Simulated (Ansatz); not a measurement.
Set up this calculation in Ansatz 0.2.0, as the native input.

```
Task                : electron localisation function
Functional          : PBE
Potentials or basis : all-electron PAW datasets made for the crystal
Cutoff              : 480 eV (chosen from the basis error)
k mesh              : 5 × 5 × 4
Occupations         : fermi-dirac, width 0.05 eV
Spin                : no spin polarisation
```

Crystal: HfIn4SiO6.

```
CELL_PARAMETERS angstrom
5.69867 0.00381 0.01559
-0.70506 6.10815 -0.00575
-2.73718 -1.39557 6.63076
ATOMIC_POSITIONS crystal
Hf 0.11793 0.01556 0.13292
In 0.38842 0.99901 0.72891
In 0.75865 0.00842 0.49586
In 0.23461 0.48841 0.53300
In 0.59649 0.48211 0.20528
Si 0.86778 0.44029 0.85544
O 0.55316 0.38738 0.79290
O 0.93454 0.38483 0.65596
O 0.98414 0.26218 0.00347
O 0.99083 0.69806 0.98452
O 0.08665 0.06493 0.39374
O 0.48680 0.10883 0.21799
```

The cell was built by a generator and needn't be a form met in nature.

One way to write it, as run:

input.yaml

```yaml
crystal:
  lattice:
    - [5.69867, 0.00381, 0.01559]
    - [-0.70506, 6.10815, -0.00575]
    - [-2.73718, -1.39557, 6.63076]
  atoms:
    - { symbol: Hf, position: [0.11793, 0.01556, 0.13292] }
    - { symbol: In, position: [0.38842, 0.99901, 0.72891] }
    - { symbol: In, position: [0.75865, 0.00842, 0.49586] }
    - { symbol: In, position: [0.23461, 0.48841, 0.533] }
    - { symbol: In, position: [0.59649, 0.48211, 0.20528] }
    - { symbol: Si, position: [0.86778, 0.44029, 0.85544] }
    - { symbol: O, position: [0.55316, 0.38738, 0.7929] }
    - { symbol: O, position: [0.93454, 0.38483, 0.65596] }
    - { symbol: O, position: [0.98414, 0.26218, 0.00347] }
    - { symbol: O, position: [0.99083, 0.69806, 0.98452] }
    - { symbol: O, position: [0.08665, 0.06493, 0.39374] }
    - { symbol: O, position: [0.4868, 0.10883, 0.21799] }
kpoints:
  mp_grid: { grid: [5, 5, 4] }
scf:
  occupations: { method: fermi_dirac, width: 0.05 }
hamiltonian:
  xc: pbe
  pseudopotentials: { kind: all_electron, datasets: crystal }
output:
  forces: true
  stress: true
  eigenvalues: true
  elf: true
  volumetric_format: npy
```

Potentials or basis: all-electron PAW datasets made for the crystal.

The run is started by

```bash
$ ansatz run input.yaml --threads 8 --pin off --max-ram 30720MiB --backend cpu --events-out ev --progress --plain --runs-dir out
```

Results of the run:

```yaml
Pressure: 0.0 GPa
Largest_force: 0.014 eV/Å
Band_gap_on_the_k_mesh: 0.89 eV, indirect (least direct gap 1.17 eV)
```

Caveat: spin-orbit coupling is left out, which moves the levels of the heavy elements; an odd mesh through Γ misses points on the zone boundary, where band edges often lie.

Run time: 5.6 min on 8 threads of AMD EPYC 7571, on a shared host, peak memory 8.5 GiB.
